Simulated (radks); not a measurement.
# Sn⁴⁻ held by a Watson sphere

An exercise on one series of results from a longer session: the logs are not shown, and one member is left open.

The numbers are computed with radks (a radial shooting solver on a logarithmic mesh, Libxc functionals) version 1 (scalar-relativistic Kohn-Sham, LDA (Slater exchange, Perdew-Wang correlation), spin-unpolarised, spherical densities, finite nucleus), except any that are marked as measured or tabulated.

## The atom as given

| Property | Result |
| --- | --- |
| element | tin (Z = 50) |
| charge | -4 |
| electrons | 54 |
| configuration | [Xe] |
| nuclear rms radius | 4.6519 fm |

Outer shells as boxes (Hund's rule):

Sn⁴⁻
```
[Kr] core
4d [↑↓][↑↓][↑↓][↑↓][↑↓]
5s [↑↓]
5p [↑↓][↑↓][↑↓]
```

Set-up of the first run:

Settings of this run:

```text
Z 50
configuration [Xe]
relativity scalar-relativistic
functional lda,pw
spin unpolarised
nucleus finite rms 4.6519 fm
c 137.035999084
watson charge 4 radius 2.48 bohr
response adiabatic LDA kernel
```

Command:

```bash
$ python run_ks.py task.json out
```

The same process makes all the runs of this session.

Among the steps run: R = 2.48 bohr; R = 2.8 bohr; R = 2.95 bohr; R = 3.17 bohr; R = 4.39 bohr; R = 5.22 bohr; R = 5.4 bohr; R = 5.78 bohr; R = 5.81 bohr.

One of the session's tables, all rows but one given; the rest of the session is left out.

```
R (bohr)  highest level (eV)  its <r> (bohr)  sum of <r²> (bohr²)  α (bohr³)
    2.48              -7.146           2.846                91.99      51.89
     2.8              -6.626           3.009                99.46      64.16
    2.95              -6.378           3.089                103.2      71.16
    3.17              -6.018           3.206                108.9      83.00
    4.39                   ?               ?                    ?          ?
    5.22              -3.568           4.361                173.9      330.5
     5.4              -3.432           4.466                180.7      368.5
    5.78              -3.177           4.687                195.8      459.5
    5.81              -3.158           4.705                197.0      467.4
```

**Question.** Estimate the row for R (bohr) = 4.39.

Worked estimate for «highest level (eV)». A straight line through the neighbours (3.17, -6.018) and (5.22, -3.568) gives -6.018 + (-3.568 + 6.018) × (4.39 − 3.17) / (5.22 − 3.17) = -4.560; a parabola fitted to 4 rows on both sides gives -4.362.

As computed: highest level (eV): -4.346; its <r> (bohr): 3.884; sum of <r²> (bohr²): 144.9; α (bohr³): 193.6. In «highest level (eV)» the line misses by -0.214 and the parabola by -0.016.

From R = 2.48 to 5.81 bohr the top level moves from -7.146 to -3.158 eV and its mean radius from 2.85 to 4.70 bohr. A wider sphere makes a shallower well, so the ion swells. The polarisability goes from 51.9 to 467 bohr³. Response by self-consistent Sternheimer equations with the Hartree and adiabatic LDA kernel, the relativistic mass of each level held fixed and spin-orbit coupling left out. The sphere does not respond.
